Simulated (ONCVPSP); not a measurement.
# Ho: generating and testing an ONCV potential

Task: generate the file, and judge it by its errors in other configurations, its logarithmic derivatives, its ghosts and its cutoff.

Program: ONCVPSP 4.0.1.1 (patched build). Reference atom: PBEsol, scalar-relativistic, spherical and spin-unpolarised. All values are calculated.

### 1 The design

Typed settings, in words:

- element: holmium (Ho, Z = 67)
- type: optimised norm-conserving Vanderbilt (ONCV)
- frozen core: [Kr] 4d10
- valence charge: 21
- reference configuration: 4f11 5s2 5p6 6s1 (charge +1)
- partial waves: 5s+6s: rc 2.25 bohr, ncon 4, nbas 9, qcut 4.7 1/bohr, 2 projectors; 5p: rc 2.45 bohr, ncon 4, nbas 8, qcut 7 1/bohr, 2 projectors, debl 3.1 Ha; d scattering state at 0.03 Ha: rc 2.10 bohr, ncon 4, nbas 7, qcut 4.3 1/bohr, 2 projectors, debl 1.7 Ha; 4f: rc 0.65 bohr, ncon 5, nbas 8, qcut 19.6 1/bohr, 2 projectors, debl 0.9 Ha
- local potential: polynomial inside 0.50 bohr (lpopt 1, dvloc0 2 Ha)
- core correction: not asked for

The outer shells as boxes (Hund's rule for the drawing; the calculation is spin-unpolarised):

```
[Kr] core
4d [↑↓][↑↓][↑↓][↑↓][↑↓]
4f [↑↓][↑↓][↑↓][↑↓][↑ ][↑ ][↑ ]
5s [↑↓]
5p [↑↓][↑↓][↑↓]
6s [↑ ]
```

An earlier all-electron run gives the scale for the radii.

All-electron outer shells of the reference configuration (PBEsol, scalar-relativistic, ld1.x):

| shell | level (eV) | outermost node (bohr) | outermost maximum (bohr) |
| --- | --- | --- | --- |
| 5s | -57.01 | 0.61 | 1.13 |
| 5p | -32.47 | 0.66 | 1.29 |
| 4f | -9.70 | – | 0.53 |
| 6s | -8.94 | 1.54 | 3.18 |
| 5d | -6.78 | 0.75 | 1.98 |
| 6p | -5.41 | 1.86 | 4.14 |

### 2 The generation run

The input, Ho.dat:

```
# ATOM AND REFERENCE CONFIGURATION
# atsym  z   nc   nv     iexc    psfile
  Ho 67.00    9    4  -116133      upf
#
#   n    l    f
    1    0    2.00
    2    0    2.00
    2    1    6.00
    3    0    2.00
    3    1    6.00
    3    2   10.00
    4    0    2.00
    4    1    6.00
    4    2   10.00
    4    3   11.00
    5    0    2.00
    5    1    6.00
    6    0    1.00
#
# PSEUDOPOTENTIAL AND OPTIMIZATION
# lmax
    3
#
#   l,   rc,      ep,       ncon, nbas, qcut
    0    2.25    0.00    4    9    4.70
    1    2.45    0.00    4    8    7.00
    2    2.10    0.03    4    7    4.30
    3    0.65    0.00    5    8   19.60
#
# LOCAL POTENTIAL
# lloc, lpopt,  rc(5),   dvloc0
    4    1    0.50    2.00
#
# VANDERBILT-KLEINMAN-BYLANDER PROJECTORs
# l, nproj, debl
    0    2    3.60
    1    2    3.10
    2    2    1.70
    3    2    0.90
#
# MODEL CORE CHARGE
# icmod, fcfact, rcfact
    0    0.00    0.00
#
# LOG DERIVATIVE ANALYSIS
# epsh1, epsh2, depsh
   -4.00    5.00    0.02
#
# OUTPUT GRID
# rlmax, drl
    6.00    0.01
#
# TEST CONFIGURATIONS
# ncnf
    4
# nvcnf
#   n    l    f
    4
    4    3   11.00
    5    0    2.00
    5    1    6.00
    6    0    2.00
#
    4
    4    3   11.00
    5    0    2.00
    5    1    6.00
    6    0    0.00
#
    4
    4    3   10.00
    5    0    2.00
    5    1    6.00
    6    0    0.00
#
    5
    4    3   11.00
    5    0    2.00
    5    1    6.00
    6    0    0.00
    5    2    1.00
#
```

On the command line:

```bash
$ oncvpsp.x < Ho.dat > Ho.out
```

**Question.** What will these runs give? Wanted: cutoffs for 1 and 0.1 mHa per electron, occupied waves; bound ghosts; GHOST(+) flags; largest miss of a reference level; largest test error; largest phase difference near zero energy, channels read; projector energies reset by the program.

**Answer**, as computed:

| quantity | value |
| --- | --- |
| cutoffs for 1 and 0.1 mHa per electron, occupied waves | 569 Ha and 643 Ha |
| bound ghosts | s at -814.17 eV, p at -417.42 eV, d at -13.51 eV |
| GHOST(+) flags | s at 20 eV, f at 761 eV |
| largest miss of a reference level | 16 meV (4f) |
| largest test error (AE − PS) | +72 meV, for 4f10 5s2 5p6 6s0 (1 test unsolved) |
| largest phase difference near zero energy, channels read | 0.025 rad |
| projector energies reset by the program | d: 0.050, 1.750 Ha |

In words: It has a bound ghost (s, p, d), a state that the atom doesn't have, and that rules the file out. The worst unpolarised test, 4f10 5s2 5p6 6s0, is off by 72 meV on 37.7 eV; by total energies transferability rates as fair where solved. Of the tests 1 gave no usable energy difference, which is a warning in itself. It counts as very hard, with 569 Ha needed at the looser tolerance. At the looser tolerance the 4f wave is the slowest; 5p needs 8 Ha. Near zero energy the phases of the channels with partial waves agree within 0.025 rad. The pseudo curves have poles with no partner nearby in the atom's: s at 0.73 Ha, d at -0.49 Ha. At positive energy that is a spurious or a displaced resonance. The program also flags highly localised states, GHOST(+) (s, f). These are tests on the free atom; a crystal test is still owed.
